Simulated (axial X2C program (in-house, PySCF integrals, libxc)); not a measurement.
**Linear WNC at several levels**

The task here is to estimate one member of a computed series from the others.

The runs use an in-house X2C program for linear molecules on PySCF integrals; all-electron X2C, two-component (2c) or spin-free, W dyall-v3z, N dyall-av3z, C dyall-v3z.

All values are calculated.

2 further runs of the same task are left out: 2 set aside as unsound or not needed.

Set-up of the first run:

The input, task.json:

```json
{"zs": [74, 7, 6], "q": 0, "bas": ["dyall-v3z", "dyall-av3z", "dyall-v3z"], "r0": [2.03, 1.17], "symm": 0, "scan": ["PBE0", "HF", "LDA"], "levels": ["PBE0", "HF", "B3LYP"], "nst": 2}
```

Keys: zs atomic numbers; q charge; bas basis sets; r0 starting distance in Å; symm equal bonds; scan levels of the two-bond scan (MP2 follows by itself at each HF point); levels methods; nst determinants followed.

Run with:

```
> python solin.py task.json out
```

Masses W 183.951, N 14.003, C 12.000 u.

Steps of the session up to this table: Scan at PBE0, 2c; Scan at HF, 2c; Scan at LDA, 2c.

One table of the session follows, with a row left open; its other results are not shown here.

```
          level  r(W–N) (Å)  r(N–C) (Å)  lower stretch (cm⁻¹)  upper stretch (cm⁻¹)
       PBE0, 2c           ?           ?                     ?                     ?
         HF, 2c       2.036       1.155                 437.4                2223.5
        LDA, 2c       1.896       1.191                 504.2                1958.6
        MP2, 2c       2.007       1.183                 456.8                2214.2
PBE0, spin-free       1.953       1.180                 480.1                2055.6
  HF, spin-free       2.039       1.155                 436.5                2222.0
 LDA, spin-free       1.899       1.191                 505.2                1956.4
 MP2, spin-free       2.009       1.183                 456.8                2216.4
```

Estimate the missing values for PBE0, 2c.

**Answer.** r(W–N) (Å): 1.950; r(N–C) (Å): 1.180; lower stretch (cm⁻¹): 479.6; upper stretch (cm⁻¹): 2057.2. In the column «r(W–N) (Å)» it lies between LDA, spin-free (1.899) and PBE0, spin-free (1.953).

Scans not shown above were run alike.

MP2 freezes inner shells (threshold -2 hartree). The molecule was held linear; bending was not examined, so a bent shape may lie lower. Note: several unpaired electrons, one determinant need not be a pure state.
